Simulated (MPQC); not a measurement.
# C8H18 (3-methylheptane): a first try and a second

Wanted: energy and forces of C8H18 (3-methylheptane), MP2/6-31G.

Program for the calculation: MPQC 2.3.1.

6 further runs of the same task are left out: 1 that didn't finish, 5 set aside as unsound or not needed.

## (1) The molecule

C8H18 has 26 atoms, charge 0, and is taken as a singlet. SMILES: `CCCCC(C)CC`. The shape is that of a PBE0-D4/def2-TZVP optimisation. This is one conformer, not always the lowest.

Some bond lengths: C1–C2 1.520 Å, C2–C3 1.524 Å, C3–C4 1.525 Å, C4–C5 1.528 Å, C5–C6 1.522 Å, C5–C7 1.527 Å, C7–C8 1.520 Å, C1–H9 1.092 Å, C1–H10 1.093 Å, C1–H11 1.094 Å, C2–H12 1.095 Å, C2–H13 1.096 Å, C3–H14 1.095 Å, C3–H15 1.096 Å, C4–H16 1.096 Å, C4–H17 1.097 Å. Some angles: C1–C2–C3 113.9°, C2–C3–C4 115.1°, C3–C4–C5 116.3°, C4–C5–C6 109.5°, C4–C5–C7 111.8°, C6–C5–C7 112.0°, C5–C7–C8 114.5°, C1–C2–H12 109.2°, C1–C2–H13 109.4°, C3–C2–H12 108.5°.

## (2) The input as first written

run.in

```
% MP2/6-31G
symmetry: c1
molecule:
  C     -1.285000    -1.675100    -2.108800
  C     -0.073600    -1.907800    -1.221000
  C     -0.369200    -1.794800     0.270200
  C     -0.927500    -0.448300     0.719400
  C     -0.093200     0.781900     0.364600
  C     -0.830700     2.040100     0.801300
  C      1.310500     0.707000     0.960300
  C      2.226700     1.852600     0.562900
  H     -1.040100    -1.832100    -3.161700
  H     -1.669800    -0.656900    -2.011100
  H     -2.098700    -2.359700    -1.851200
  H      0.332700    -2.905000    -1.419400
  H      0.720100    -1.204100    -1.495700
  H      0.542200    -2.024800     0.831300
  H     -1.090600    -2.572800     0.546700
  H     -1.930300    -0.315400     0.298500
  H     -1.066100    -0.471200     1.807700
  H      0.013400     0.821200    -0.728400
  H     -1.839600     2.065500     0.381300
  H     -0.319200     2.950400     0.483100
  H     -0.925700     2.073000     1.891800
  H      1.777700    -0.234400     0.655500
  H      1.226000     0.662200     2.053900
  H      1.875600     2.812200     0.948000
  H      3.237700     1.697900     0.946600
  H      2.296400     1.938500    -0.525800
method: MP2
basis: 6-31G
frozen_docc: 0
charge: 1
gradient: yes
checkpoint: no
memory: 1000000000
```

Started as:

```
$ mpqc run.in > run.out
```

The program printed:

```text
mpqc: error: given multiplicity is not possible
```

Wall time 0.06 s (1 thread of Arm Neoverse V1, shared host).

## (3) Reading the log

The program refused the input.

The telling line is `mpqc: error: given multiplicity is not possible`. Cause: charge and multiplicity as typed don't fit the electron count or the species meant. To mend it: charge 0 in place of 1. That is the species meant; for the charge typed, the multiplicity would have to change.

## (4) Try two

run.in, as its differences from that of step 2:

```diff
@@ -1,3 +1,4 @@
 % MP2/6-31G
-symmetry: c1
+basis: 6-31G
+checkpoint: no
 molecule:
@@ -29,8 +30,7 @@
   H      2.296400     1.938500    -0.525800
+frozen_docc: 0
 method: MP2
-basis: 6-31G
-frozen_docc: 0
-charge: 1
+symmetry: c1
+memory: 1000000000
+multiplicity: 1
 gradient: yes
-checkpoint: no
-memory: 1000000000
```

Started as:

```
$ mpqc run.in > run.out
```

The program printed:

```text
MPQC: Massively Parallel Quantum Chemistry
[...]
  LUMO is    34   A =   0.214323
  total scf energy = -313.3001720590
[...]
  MP2 correlation energy [au]:         -0.751387080908
  MP2 energy [au]:                   -314.051559139940
[...]
Value of the MolecularEnergy: -314.0515591399
  Gradient of the MolecularEnergy:
      1    0.0085567583
      2   -0.0019835360
      3    0.0063687755
      4   -0.0089398377
      5    0.0017700892
      6    0.0038961388
      7   -0.0019604668
      8    0.0075371296
      9   -0.0064534471
     10    0.0081538786
     11    0.0001607394
     12   -0.0039941053
[...]
        symmetry = c1
[...]
```

Run time: 3.1 min. Hardware: 1 thread of Arm Neoverse V1, shared host; peak memory 0.6 GiB.

## (5) Summary of results

At MP2/6-31G:

| quantity | value |
| --- | --- |
| total energy | -314.05156 Eh |
| HOMO energy (Hartree–Fock orbitals) | -11.64 eV |
| LUMO energy (Hartree–Fock orbitals) | 5.83 eV |
| HOMO–LUMO gap (Hartree–Fock orbitals) | 17.47 eV |
| correlation energy | -751.4 mEh |
| largest force on an atom | 0.585 eV/Å |

What this shows: The largest force is 0.58 eV/Å: the shape isn't a stationary point for this species at this level.
